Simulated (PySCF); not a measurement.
# [Ce(P5)H]+: other functionals and bases at one geometry

An exercise on one series of results from a longer session: the logs are not shown, and one member is left open.

Method: several levels, as the steps say, no spin–orbit coupling; program: PySCF 2.14.0.

3 further runs of the same task are left out: 2 for a known fault of the program, 1 that didn't finish. Runs told in other sessions of the task aren't counted.

**Starting geometry**

7 atoms, charge 1, spin multiplicity 1.

Bond lengths: Ce1–P2 3.204 Å, Ce1–P3 3.204 Å, Ce1–P4 3.204 Å, Ce1–P5 3.204 Å, Ce1–P6 3.204 Å, Ce1–H7 2.048 Å, P2–P3 2.149 Å, P2–P6 2.149 Å, P3–P4 2.149 Å, P4–P5 2.149 Å, P5–P6 2.149 Å. Angles: P2–Ce1–P3 39.2°, P2–Ce1–P4 65.7°, P2–Ce1–P5 65.7°, P2–Ce1–P6 39.2°, P2–Ce1–H7 145.2°, P3–Ce1–P4 39.2°, P3–Ce1–P5 65.7°, P3–Ce1–P6 65.7°, P3–Ce1–H7 145.2°, P4–Ce1–P5 39.2°, P4–Ce1–P6 65.7°, P4–Ce1–H7 145.2°, P5–Ce1–P6 39.2°, P5–Ce1–H7 145.2°, P6–Ce1–H7 145.2°, Ce1–P2–P3 70.4°, Ce1–P2–P6 70.4°, P3–P2–P6 108.0° and more.

Geometry (Å):

```xyz
7

Ce    0.00000    0.00000   -1.45169
P     1.82794    0.00002    1.18023
P     0.56484    1.73848    1.18023
P    -1.47885    1.07442    1.18023
P    -1.47882   -1.07445    1.18023
P     0.56488   -1.73846    1.18023
H     0.00000    0.00000   -3.49953
```

Formal oxidation states: Ce +3. Each metal's 1 4f electrons lie in its core potential, so multiplicities, spins and levels count the valence alone. An earlier session relaxed this geometry at B3LYP, Ce lcecp-1-SVP with ECP47, P def2-SVP, H def2-SVP (singlet, point group C5v).

At B3LYP on the finer grid: E = -1738.973607 Eh, HOMO -11.21 eV, LUMO -8.30 eV, Mulliken charge on Ce1 +1.04 e, largest force component 0.005 eV/Å. 

Levels to run: r2SCAN; PBE0; M06-L; CAM-B3LYP; B3LYP, TZVP. Hardware: 2 threads of Arm Neoverse V1, shared host.

The first run:

run.py (the lines that set the calculation) reads:

```python
mol = gto.M(atom='''
Ce     0.00000     0.00000    -1.45169
P      1.82794     0.00002     1.18023
P      0.56484     1.73848     1.18023
P     -1.47885     1.07442     1.18023
P     -1.47882    -1.07445     1.18023
P      0.56488    -1.73846     1.18023
H      0.00000     0.00000    -3.49953''',
    basis={'Ce': 'lcecp-1-SVP', 'P': 'def2-SVP', 'H': 'def2-SVP'},
    ecp={'Ce': 'lcecp-1-SVP'},
    charge=1, spin=0)
mf = dft.RKS(mol, xc='R2SCAN')
mf.grids.atom_grid = (75, 302)  # f atoms: unpruned, at least (60, 302)
mf = mf.density_fit()  # fitting sets: Ce AutoAux, P def2-universal-JKFIT, H def2-universal-JKFIT
mf.conv_tol = 1e-08; mf.max_cycle = 55
mf.kernel(dm0)  # dm0: the density of the relaxed state
```

Command:

```console
$ OMP_NUM_THREADS=2 python run.py
```

Among the steps run: r2SCAN; PBE0; M06-L; CAM-B3LYP; B3LYP, TZVP.

One table of the session follows, with a row left open; its other results are not shown here.

```
               level  HOMO (eV)  gap (eV)  charge on Ce1 (e)  dipole (D)  largest force component (eV/Å)
B3LYP (relaxed here)     -11.21      2.91               1.04        1.95                            0.00
              r2SCAN          ?         ?                  ?           ?                               ?
                PBE0     -11.52      3.31               1.12        2.22                            0.38
               M06-L     -10.61      1.85               1.41        2.97                            0.34
           CAM-B3LYP     -12.61      5.44               1.06        2.02                            0.49
         B3LYP, TZVP     -11.05      2.87               1.24        1.58                            0.32
```

Estimate the missing values for r2SCAN.

As computed: HOMO (eV): -10.72; gap (eV): 1.88; charge on Ce1 (e): 1.19; dipole (D): 2.49; largest force component (eV/Å): 0.21. In the column «HOMO (eV)» it lies between B3LYP, TZVP (-11.05) and M06-L (-10.61).

The dipole of a charged species depends on the origin, so these sizes hold for this origin alone.

In one basis the HOMO–LUMO gap runs from 1.85 eV (M06-L) to 5.44 eV (CAM-B3LYP). The largest leftover force, 0.49 eV/Å with CAM-B3LYP, stands at a geometry relaxed at another level. With 4f in the core, its levels are missing from HOMO and gap, and its count is fixed, so no charge can pass from the ligands into it. Total energies of different levels can't be compared.
